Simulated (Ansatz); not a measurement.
# Mg3ZnC, space group Pm-3m: relaxations under a series of pressures

Program: the Python package of Ansatz (0.2.0).

At the Python prompt:
```pycon
>>> from dataclasses import dataclass
>>> import ansatz
>>> import numpy as np
>>> @dataclass(frozen=True)
... class RunConfig:
...     xc: str = "PBE"
...     filling: str = "Fermi-Dirac"
...
>>> opts = RunConfig()
>>> def edges_and_angles(cell):
...     cell = np.asarray(cell)
...     a, b, c = np.linalg.norm(cell, axis=1)
...     cosines = cell[1] @ cell[2] / (b * c), cell[0] @ cell[2] / (a * c), cell[0] @ cell[1] / (a * b)
...     return (a, b, c, *np.degrees(np.arccos(cosines)))
...
>>> xtal = (
...     ansatz.Lattice.of((4.406931, 0.0, 0.0), (0.0, 4.406931, 0.0), (0.0, 0.0, 4.406931))
...     .atom("Mg", (0.0, 0.5, 0.5))
...     .atom("Mg", (0.5, 0.5, 0.0))
...     .atom("Mg", (0.5, 0.0, 0.5))
...     .atom("Zn", (0.0, 0.0, 0.0))
...     .atom("C", (0.5, 0.5, 0.5))
... )
>>> model = xtal.calculation().functional(opts.xc).kpoints(5).occupations(opts.filling)
>>> rows = []
>>> for pressure in [0, 5, 10, 20]:
...     result = model.relax(cell=True, pressure=pressure).run()
...     cell = result.lattice.cell_ang
...     n_atoms = len(result.lattice.sites)
...     volume = abs(np.linalg.det(cell)) / n_atoms
...     enthalpy = result.report["free_energy_ev"] / n_atoms + pressure * volume / 160.21766
...     rows.append((pressure, volume, enthalpy, *edges_and_angles(cell)))
...     print(f"{pressure} GPa done: {volume:.4f} A^3/atom")
...
DeckWarning: basis.ecutwfc = 420 eV, auto-derived from the records' recommended cutoffs: set by Mg (normal level)
0 GPa done: 17.0249 A^3/atom
5 GPa done: 15.8860 A^3/atom
10 GPa done: 15.0324 A^3/atom
20 GPa done: 13.8043 A^3/atom
>>> print(" P (GPa)  V (A^3/atom)  H (eV/atom)     a       b       c")
 P (GPa)  V (A^3/atom)  H (eV/atom)     a       b       c
>>> for row in rows:
...     print("{:8.1f} {:12.4f} {:14.5f} {:7.4f} {:7.4f} {:7.4f}".format(*row[:6]))
...
     0.0      17.0249    -1868.10000  4.3990  4.3990  4.3990
     5.0      15.8860    -1867.58762  4.2986  4.2986  4.2986
    10.0      15.0324    -1867.10592  4.2202  4.2202  4.2202
    20.0      13.8043    -1866.20852  4.1020  4.1020  4.1020
>>> p, v = np.array([row[0] for row in rows], float), np.array([row[1] for row in rows])
>>> print("mean bulk modulus between rows (GPa):", np.round(-np.diff(p) / np.diff(np.log(v)), 1))
mean bulk modulus between rows (GPa): [ 72.2  90.5 117.3]
```

The volume falls from 17.02 Å³ an atom at 0 GPa to 13.80 at 20 GPa, by 18.9 %. Between 0 and 5 GPa, -V dP/dV is about 72 GPa, a mean over that step.

What to keep in mind:
- Absolute energies stand on the zero of these potentials, so only differences at equal settings mean something.
- At a fixed pressure a relaxation lowers the enthalpy F + PV, while F alone can rise.
- The mesh is modest for a metal, so energies can be off by several to tens of meV an atom and pressures by half a GPa or more; differences at equal mesh fare better.
- This cell is a computed structure, which may not be the phase found in nature.
- Warnings are shown shortened and without file and line.
- Symmetry holds the cell in this phase, whether or not it is the stable one at each pressure.
- Hardware and time: 32 s on 1 thread of Arm Neoverse V1, on a shared host, peak memory 0.42 GiB.
